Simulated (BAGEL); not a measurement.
# HF/STO-3G (density fitting with qzvpp-jkfit) run of AlHBr2 (SMILES [Br][AlH][Br])

What is the energy change on altering one bond length of AlHBr2 at HF/STO-3G (density fitting with qzvpp-jkfit)? 

Program for the calculation: BAGEL 1.2.2.

4 further runs of the same task are left out: 2 for a known fault of the program, 1 that didn't finish, 1 set aside as unsound or not needed.

### 1 The structure to begin with

AlHBr2 has 4 atoms, charge 0, and is taken as a singlet. SMILES: `[Br][AlH][Br]`. The shape is that of a PBE0-D4/def2-TZVP optimisation.

Bond lengths: Br1–Al2 2.241 Å, Al2–Br3 2.241 Å, Al2–H4 1.565 Å. Angles: Br1–Al2–Br3 118.4°, Br1–Al2–H4 120.8°, Br3–Al2–H4 120.8°.

### 2 The energy at HF/STO-3G (density fitting with qzvpp-jkfit)

The input, input.json:

```json
{ "bagel" : [

{
  "title" : "molecule",
  "basis" : "sto-3g",
  "df_basis" : "qzvpp-jkfit",
  "angstrom" : true,
  "geometry" : [
    { "atom" : "Br", "xyz" : [   -2.030600,    0.114200,   -0.669400 ] },
    { "atom" : "Al", "xyz" : [    0.108600,    0.140700,   -0.001500 ] },
    { "atom" : "Br", "xyz" : [    1.055400,   -1.793000,    0.621100 ] },
    { "atom" : "H", "xyz" : [    0.922200,    1.477800,    0.029500 ] }
  ]
},
{
  "title" : "hf"
},
{
  "title" : "print",
  "file" : "orbitals.molden",
  "orbitals" : true
}

]}
```

On the command line:

```
$ BAGEL_NUM_THREADS=1 BAGEL input.json > input.out
```

The log of the run:

```text
* using 1 threads per process

  ===============================================================
  ===============================================================

  *** Geometry ***

  { "atom" : "Br", "xyz" : [     -3.837278,      0.215807,     -1.264983 ] },
  { "atom" : "Al", "xyz" : [      0.205224,      0.265884,     -0.002835 ] },
  { "atom" : "Br", "xyz" : [      1.994417,     -3.388279,      1.173709 ] },
  { "atom" : "H", "xyz" : [      1.742705,      2.792637,      0.055747 ] },

  Number of auxiliary basis functions:      678

  Since a DF basis is specified, we compute 2- and 3-index integrals:
    o Being stored without compression. Storage requirement is 0.011 GB

  Number of basis functions:       46
  Number of electrons      :       84

    * METHOD: MOLECULE                             0.39

  *** RHF ***

  === Nuclear Repulsion ===
   398.7433227543

      * DIIS with orbital gradients will be used.

  === RHF iteration (sto-3g) ===
      0      -5329.00577955          0.00802908           0.11
      1      -5329.07706280          0.00150063           0.10
      2      -5329.07894469          0.00030293           0.10
      3      -5329.07908549          0.00003443           0.10
      4      -5329.07908745          0.00000590           0.10
      5      -5329.07908752          0.00000096           0.10
      6      -5329.07908752          0.00000009           0.10
      7      -5329.07908752          0.00000002           0.10
      8      -5329.07908752          0.00000000           0.10
    * SCF iteration converged.

    * Permanent dipole moment:
           (   -0.466100,    -0.766663,    -0.017616) a.u.

    * METHOD: HF                                   1.11

    * METHOD: PRINT                                0.01

  ===============================================================
```

Wall time 1.6 s (1 thread of Arm Neoverse V1, shared host); peak memory 0.11 GiB.

### 3 The distorted shape at the same level

The input, job.json:

```json
{ "bagel": [

{
  "title": "molecule",
  "basis": "sto-3g",
  "df_basis": "qzvpp-jkfit",
  "angstrom": true,
  "geometry": [
    { "atom": "Br", "xyz": [      -2.314623,       0.694275,      -0.856169 ] },
    { "atom": "Al", "xyz": [      -0.175423,       0.720775,      -0.188269 ] },
    { "atom": "Br", "xyz": [       1.055400,      -1.793000,       0.621100 ] },
    { "atom": "H", "xyz": [       0.638177,       2.057875,      -0.157269 ] }
  ]
},

{ "title": "hf" },

{ "title": "print", "file": "orbitals.molden", "orbitals": true }

]}
```

On the command line:

```
$ BAGEL_NUM_THREADS=1 BAGEL job.json > job.out
```

The log of the run:

```text
* using 1 threads per process

  ===============================================================
  ===============================================================

  *** Geometry ***

  { "atom" : "Br", "xyz" : [     -4.374004,      1.311990,     -1.617925 ] },
  { "atom" : "Al", "xyz" : [     -0.331501,      1.362067,     -0.355777 ] },
  { "atom" : "Br", "xyz" : [      1.994417,     -3.388279,      1.173709 ] },
  { "atom" : "H", "xyz" : [      1.205980,      3.888820,     -0.297195 ] },

  Number of auxiliary basis functions:      678

  Since a DF basis is specified, we compute 2- and 3-index integrals:
    o Being stored without compression. Storage requirement is 0.011 GB

  Number of basis functions:       46
  Number of electrons      :       84

    * METHOD: MOLECULE                             0.39

  *** RHF ***

  === Nuclear Repulsion ===
   350.6747779762

      * DIIS with orbital gradients will be used.

  === RHF iteration (sto-3g) ===
      0      -5328.85341361          0.00907835           0.11
      1      -5328.96713778          0.00228704           0.11
      2      -5328.97174297          0.00052097           0.10
      3      -5328.97214860          0.00005917           0.11
      4      -5328.97215454          0.00001221           0.10
      5      -5328.97215480          0.00000249           0.11
      6      -5328.97215481          0.00000034           0.11
      7      -5328.97215481          0.00000007           0.10
      8      -5328.97215481          0.00000002           0.11
      9      -5328.97215481          0.00000000           0.10
    * SCF iteration converged.

    * Permanent dipole moment:
           (    0.043052,    -1.617237,     0.285375) a.u.

    * METHOD: HF                                   1.26

    * METHOD: PRINT                                0.01

  ===============================================================
```

Run time: 1.8 s. Hardware: 1 thread of Arm Neoverse V1, shared host; peak memory 0.11 GiB.

### 4 Summary of results

At HF/STO-3G (density fitting with qzvpp-jkfit):

| quantity | value |
| --- | --- |
| first shape: total energy | -5329.07909 Eh |
| first shape: dipole moment | 2.28 D |
| first shape: HOMO energy | -8.29 eV |
| first shape: LUMO energy | 7.16 eV |
| first shape: HOMO–LUMO gap | 15.45 eV |
| distorted shape: total energy | -5328.97215 Eh |
| distorted shape: dipole moment | 4.18 D |
| distorted shape: HOMO energy | -6.72 eV |
| distorted shape: LUMO energy | 3.99 eV |
| distorted shape: HOMO–LUMO gap | 10.71 eV |
| energy change with the Al2–Br3 bond stretched from 2.241 to 2.914 Å | 2.910 eV |

With the Al2–Br3 bond stretched from 2.241 to 2.914 Å the energy rises by 2.91 eV (67 kcal/mol). The first shape isn't relaxed at this level, so the change isn't measured from a minimum. The minimal basis adds a large error of its own.
